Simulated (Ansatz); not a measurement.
LuSb, space group Fm-3m: relaxations under a series of pressures, run with Ansatz's Python interface.

Script `compress_lusb.py`:
```python
'''Volume and enthalpy of LuSb against pressure.'''

import ansatz
from ase import Atoms
import numpy as np
import pandas as pd

def edges_and_angles(cell):
    cell = np.asarray(cell)
    a, b, c = np.linalg.norm(cell, axis=1)
    cosines = cell[1] @ cell[2] / (b * c), cell[0] @ cell[2] / (a * c), cell[0] @ cell[1] / (a * b)
    return (a, b, c, *np.degrees(np.arccos(cosines)))

atoms = Atoms(
    ['Lu', 'Sb'],
    scaled_positions=[
        (0.0, 0.0, 0.0),
        (0.5, 0.5, 0.5),
    ],
    cell=[
        (0.0, 3.039331, 3.039331),
        (3.039331, 0.0, 3.039331),
        (3.039331, 3.039331, 0.0),
    ],
    pbc=True,
)
system = ansatz.Crystal.from_ase(atoms)

setup = system.calculation()
setup = setup.functional('pbesol')
setup = setup.kpoints(9, 9, 9)
setup = setup.occupations('fermi_dirac')

# H = F + PV, with 1 GPa A^3 = 1/160.21766 eV
rows = []
for pressure in [-2, 0, 2, 5, 10]:
    outcome = setup.relax(cell=True, pressure=pressure, force_tolerance=0.03).run(threads=1, pin='off')
    cell = outcome.lattice.cell_ang
    n_atoms = len(outcome.lattice.sites)
    volume = abs(np.linalg.det(cell)) / n_atoms
    enthalpy = outcome.report['free_energy_ev'] / n_atoms + pressure * volume / 160.21766
    rows.append((pressure, volume, enthalpy, *edges_and_angles(cell)))
    print(f'{pressure} GPa done: {volume:.4f} A^3/atom')

table = pd.DataFrame(rows, columns=['P_GPa', 'V_A3_atom', 'H_eV_atom', 'a', 'b', 'c', 'alpha', 'beta', 'gamma'])
print(table.round(4).to_string(index=False))
p, v = np.array([row[0] for row in rows], float), np.array([row[1] for row in rows])
print('mean bulk modulus between rows (GPa):', np.round(-np.diff(p) / np.diff(np.log(v)), 1))
```

Its results, one of them left out:

| P (GPa) | relaxed V (Å³/atom) |
| --- | --- |
| -2 | 27.806 |
| 0 | ? |
| 2 | 26.212 |
| 5 | 25.265 |
| 10 | 23.977 |

What volume does the cell relax to at 0 GPa?

Murnaghan's form V = V0 (1 + B' P / B0)^(-1/B') through the 4 rows shown gives V0 = 26.955 Å³, B0 = 68.2 GPa and B' = 3.72, and so 26.955 Å³ an atom at 0 GPa. The run gave 26.946 Å³, 0.03 % away.

What to keep in mind:
- At a fixed pressure a relaxation lowers the enthalpy F + PV, while F alone can rise.
- This cell is a computed structure, which may not be the phase found in nature.
- Symmetry holds the cell in this phase, whether or not it is the stable one at each pressure.
- Finished in 72 s on 1 thread of Arm Neoverse V1, on a shared host, peak memory 0.51 GiB.
